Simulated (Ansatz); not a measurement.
This script for the energy of protonation at one site of GeH₅PS, SMILES [PH2][GeH2][SH] with Ansatz 0.2.0, Python API holds a mistake.

`geh5ps.xyz`
```text
8

P    -0.22280    0.68220   -1.56610
Ge    0.84630    0.06370    0.29920
S    -0.41500   -1.40520    1.40100
H    -0.54940   -0.61900   -1.96270
H    -1.51290    0.95930   -0.88410
H     1.12000    1.31520    1.19850
H     2.22300   -0.58430   -0.10090
H    -1.39710   -0.46890    1.55940
```

Script `geh5ps.py`:
```python
"""Proton affinity of GeH5PS at one site."""

import ansatz
import numpy as np


def main() -> None:
    system = ansatz.Crystal.molecule_from_extxyz("geh5ps.xyz")

    base = system.calculation()
    base = base.basis(gaussian="def2-SVP")
    base = base.correlation("mp2")
    base = base.stress()
    symbols = [site.symbol for site in system.cartesian_sites]
    start = np.array([site.position_ang for site in system.cartesian_sites], dtype=float)
    summary = base.relax(force_tolerance=0.01, max_steps=30).run().report
    end = np.array(summary["positions_ang"])

    # start the new hydrogen opposite the existing bonds
    away = sum((end[0] - end[j]) / np.linalg.norm(end[0] - end[j]) for j in [1, 3, 4]) + np.array([0.15, 0.1, -0.2])
    proton = end[0] + 1.4 * away / np.linalg.norm(away)
    acid = ansatz.Crystal.molecule()
    for symbol, place in zip(symbols, end):
        acid = acid.atom(symbol, place.tolist())
    acid = acid.atom("H", proton.tolist())
    protonated = acid.calculation()
    protonated = protonated.basis(gaussian="def2-SVP")
    protonated = protonated.correlation("mp2")
    protonated = protonated.stress()
    protonated = protonated.charge(1)
    protonated = protonated.relax(force_tolerance=0.01, max_steps=80)
    after = protonated.run().report
    xyz = np.array(after["positions_ang"])
    reach = np.linalg.norm(xyz[:-1] - xyz[-1], axis=1)
    print(f"base {summary['free_energy_ev']:.5f} eV, protonated {after['free_energy_ev']:.5f} eV")
    print(f"the proton ends {reach.min():.3f} A from {symbols[reach.argmin()]}{reach.argmin()}")
    print(f"electronic proton affinity {23.060548 * (summary['free_energy_ev'] - after['free_energy_ev']):.1f} kcal/mol")


if __name__ == "__main__":
    main()
```

Output of `python geh5ps.py`:
```text
Traceback (most recent call last):
  File "geh5ps.py", line 41, in <module>
    main()
    ~~~~^^
  File "geh5ps.py", line 16, in main
    summary = base.relax(force_tolerance=0.01, max_steps=30).run().report
              ~~~~~~~~~~~~~~~~~~~~~~~~~~~~~~~~~~~~~~~~~~~~~~~~~~^^
  ...
ansatz.RefusalError: invalid value for `basis.gaussian`: such a run doesn't read output.stress; remove what it names
```
(Library frames cut from the traceback.)

Why does it end like this?

The fault: a molecule has no stress. The correction:

```diff
--- before
+++ after
@@ -12,6 +12,5 @@
     base = base.correlation("mp2")
-    base = base.stress()
     symbols = [site.symbol for site in system.cartesian_sites]
     start = np.array([site.position_ang for site in system.cartesian_sites], dtype=float)
-    summary = base.relax(force_tolerance=0.01, max_steps=30).run().report
+    summary = base.relax(force_tolerance=0.01, max_steps=100).run().report
     end = np.array(summary["positions_ang"])
@@ -28,3 +27,2 @@
     protonated = protonated.correlation("mp2")
-    protonated = protonated.stress()
     protonated = protonated.charge(1)
```

With that change:

Running `python geh5ps.py` prints:
```text
base -76642.60941 eV, protonated -76651.64687 eV
the proton ends 1.403 A from P0
electronic proton affinity 208.4 kcal/mol
```

Reading the output:
- Total energies depend on the basis set; only differences at equal settings carry meaning.
- The proton is put on one chosen atom, which needn't be the most basic site, so the molecule's proton affinity can be higher; the ends are stationary points, not checked by frequencies, and zero-point and thermal terms count only where printed.
- Timing: 73 s on 1 thread of Arm Neoverse V2 (shared host), peak memory 0.3 GiB.

(Lines on the test bed's own set-up are left out of the output.)
